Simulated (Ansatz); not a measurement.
# MgB2: optics and the fine band structure

Aim: levels on a fine mesh, and what follows from them: optical spectra of independent particles, band edges or the Fermi surface. Runs: cell and atoms relaxed (PAW); reference run (PAW and LAPW).

Program: Ansatz 0.2.0. Level of theory: DFT PBEsol, frozen-core PAW and all-electron LAPW, scalar-relativistic unless said. These are calculated values, not measurements.

1 further run of the same task is left out (it didn't finish).

### Step 1. Starting point

The structure is hexagonal, space group P6/mmm (No. 191). Conventional cell: a = 3.085 Å, b = 3.085 Å, c = 3.523 Å, α = 90.00°, β = 90.00°, γ = 120.00°. Mg (site symmetry 6/mmm) has 12 B at 2.51 Å as nearest neighbours. B (site symmetry -6m2) is surrounded by 3 B at 1.78 Å and 6 Mg at 2.51 Å.

As a file:

```xyz
3
Lattice="3.0850 0.0000 0.0000 -1.5425 2.6717 0.0000 0.0000 0.0000 3.5230" Properties=species:S:1:pos:R:3 pbc="T T T"
Mg    0.0000    0.0000    0.0000
B     0.0000    1.7811    1.7615
B     1.5425    0.8906    1.7615
```

Cartesian axes are those of the input's lattice vectors. The structure goes back to a database entry.

### Step 2. Cell and atoms relaxed, PAW

Input file input.yaml:

```yaml
crystal:
  lattice:
    - [3.08500000001, 0.0, 0.0]
    - [-1.54250000001, 2.67168837068, 0.0]
    - [0.0, 0.0, 3.523]
  atoms:
    - { symbol: Mg, position: [0.0, 0.0, 0.0] }
    - { symbol: B, position: [0.333333333333, 0.666666666667, 0.5] }
    - { symbol: B, position: [0.666666666667, 0.333333333333, 0.5] }
kpoints:
  mp_grid: { grid: [12, 12, 8] }
scf:
  occupations: { method: fermi_dirac, width: 0.05 }
hamiltonian:
  xc: pbesol
  pseudopotentials: { kind: paw }
relax:
  f_tol: 0.002
  max_steps: 80
  cell: {}
output:
  forces: true
  stress: true
```

Started as:

```sh
> ansatz run input.yaml --threads 2 --pin off --max-ram 6144MiB --backend cpu --events-out ev --progress --plain --runs-dir out
```

### Step 3. Reference run, fine mesh, PAW

Input file input.yaml:

```yaml
crystal:
  lattice:
    - [3.06775931667, 0.0, 0.0]
    - [-1.53387965834, 2.65675750093, 0.0]
    - [0.0, 0.0, 3.48535836063]
  atoms:
    - { symbol: Mg, position: [0.0, 0.0, 0.0] }
    - { symbol: B, position: [0.333333333333, 0.666666666667, 0.5] }
    - { symbol: B, position: [0.666666666667, 0.333333333333, 0.5] }
kpoints:
  mp_grid: { grid: [12, 12, 8] }
scf:
  occupations: { method: fermi_dirac, width: 0.05 }
hamiltonian:
  xc: pbesol
  pseudopotentials: { kind: paw }
output:
  forces: true
  stress: true
  eigenvalues: true
  eigenstates:
    nscf_kmesh: { grid: [16, 16, 12] }
    de_dk: true
    e_range: [-14, 14]
  optics:
    e_range: [0, 20]
    de: 0.2
    sigma: 0.2
    bands: { spectra_wanted_up_to: 20 }
    nscf_kmesh: { grid: [16, 16, 12] }
    drude_damping: 0.1
checkpoint:
  write: ck
  write_wavefunctions: false
```

### Step 4. Reference run, fine mesh, LAPW

input.yaml: that of step 3 with these lines changed.

```diff
@@ -15,3 +15,3 @@
   xc: pbesol
-  pseudopotentials: { kind: paw }
+  pseudopotentials: { kind: all_electron, lapw: { basis_error: 0.001 } }
 output:
```

(Steps that only read results are left out.)

Before running it: what results should come out? Wanted: states at the Fermi level; bare Sommerfeld coefficient; plasma energy; strongest local maximum of Im εxx.

As calculated:

| quantity | value |
| --- | --- |
| states at the Fermi level (PAW) | 0.23 per eV and atom |
| bare Sommerfeld coefficient | 0.54 mJ/(K² mol of atoms) |
| plasma energy (x, y, z) | 7.4, 7.4, 7.0 eV |
| strongest local maximum of Im εxx | 7.2 eV |

In words: It is a metal with 3 bands crossing the Fermi level, 0.23 states per eV and atom there and a mean speed of 0.87 × 10⁶ m/s. These are bare band values on this mesh, without coupling to phonons. The spectra hold no excitons and no local fields. Cautions: frozen-core PAW files fitted under PBE, their cores solved anew for the functional of the run; these sums move with the mesh, by several per cent and more for small sheets.
